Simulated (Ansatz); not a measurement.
**Relaxation of CdBr2**

Wanted: the geometry at rest of CdBr2 (a database structure at a slightly changed volume), relaxing cell and atoms at 5 GPa, and its electronic structure there.

The COD entry's cell or inner coordinates are ideal or old and differ from later refinements, so a difference from it is no clean test against experiment.

All numbers below are computed with Ansatz 0.2.0 (DFT, r2SCAN, with U_eff = 3.79 eV on Br p, no spin polarisation, plane waves, PAW).

## (1) Geometry

The structure is hexagonal, space group P6_3mc (No. 186). The conventional cell has a = 3.970 Å, b = 3.970 Å, c = 12.515 Å, α = 90.00°, β = 90.00°, γ = 120.00°. Br (site symmetry 3m) is surrounded by 3 Cd at 2.77 to 2.78 Å. Cd (site symmetry 3m) has 6 Br at 2.77 to 2.78 Å as nearest neighbours.

The coordinates stand in the input below.

The first density is read from a saved solution for the starting cell.

## (2) The walk to rest

input.yaml reads:

```yaml
crystal:
  lattice:
    - [1.985149, 3.438378, 0.0]
    - [-1.985149, 3.438378, 0.0]
    - [0.0, 0.0, 12.514659]
  atoms:
    - { symbol: Br, position: [0.3333, 0.3334, 0.0] }
    - { symbol: Br, position: [0.6666, 0.6667, 0.5] }
    - { symbol: Cd, position: [0.3333, 0.3334, 0.375] }
    - { symbol: Cd, position: [0.6666, 0.6667, 0.875] }
    - { symbol: Br, position: [0.0, 0.0, 0.25] }
    - { symbol: Br, position: [0.0, 0.0, 0.75] }
  symmetry: { tolerance: 0.0003 }
kpoints:
  mp_grid: { grid: [7, 7, 2], shift: [0, 0, 0] }
magnetization:
  spin_polarized: false
scf:
  occupations: { method: gaussian, width: 0.0105 }
  lower_state_search: "off"
hamiltonian:
  pseudopotentials: { kind: paw }
  xc: r2scan
  hubbard:
    projectors: all-electron-ortho-atomic
    sites: [{ species: Br, l: p, u_eff: 3.79 }]
basis:
  ecutwfc: 500
  fft_grid_basis: typed
relax:
  max_steps: 60
  cell: { p_target: 5.0 }
  f_tol: 0.03
output:
  forces: true
  stress: true
  eigenvalues: true
  bader: true
  populations: true
  elf: true
  write_potential: true
  volumetric_format: npy
  dos:
    e_range: [-12, 8]
    de: 0.05
    projected: { site_lists: { Br: [Br], Cd: [Cd] } }
  write_density: true
checkpoint:
  read: saved_state
```

On the command line:

```
> ansatz run input.yaml --threads 2 --pin off --max-ram 3584MiB --backend cpu --events-out ev --progress --plain --runs-dir out
```

Before running it: what results should come out? Wanted: moves; largest move; cell; volume; pressure at the end; gap; least direct gap; Bader charges.

The runs gave:

```
                            quantity                                                                       value
                               moves                                                                           4
                        largest move                                                                 0.07 Å (Br)
space group (0.01 Å), before / after                                                             P6_3mc / P6_3mc
                                cell  a = 3.911 Å, b = 3.911 Å, c = 11.635 Å, α = 90.00°, β = 90.00°, γ = 60.00°
                              volume                                                      25.69 Å³/atom (-9.8 %)
                 pressure at the end                                                                    4.99 GPa
                          gap (mesh)                                                           4.77 eV, indirect
                    least direct gap                                                                     4.84 eV
                       Bader charges                                                        Br -0.60, Cd +1.20 e
```

**Reading.** The volume shrank by 9.8 %, and the largest move of an atom is 0.07 Å apart from the change of the cell. With 12 symmetry operations imposed, the end may be a saddle point towards distortions that break them. It is gapped: 4.77 eV, with the least direct gap at 4.84 eV; within 0.7 eV of the edges the states project mainly on Br p (93 %) below and Cd s (63 %) and Br p (19 %) above. By Bader's partition Cd gives up most (+1.20 e) and Br takes most (-0.60 e).
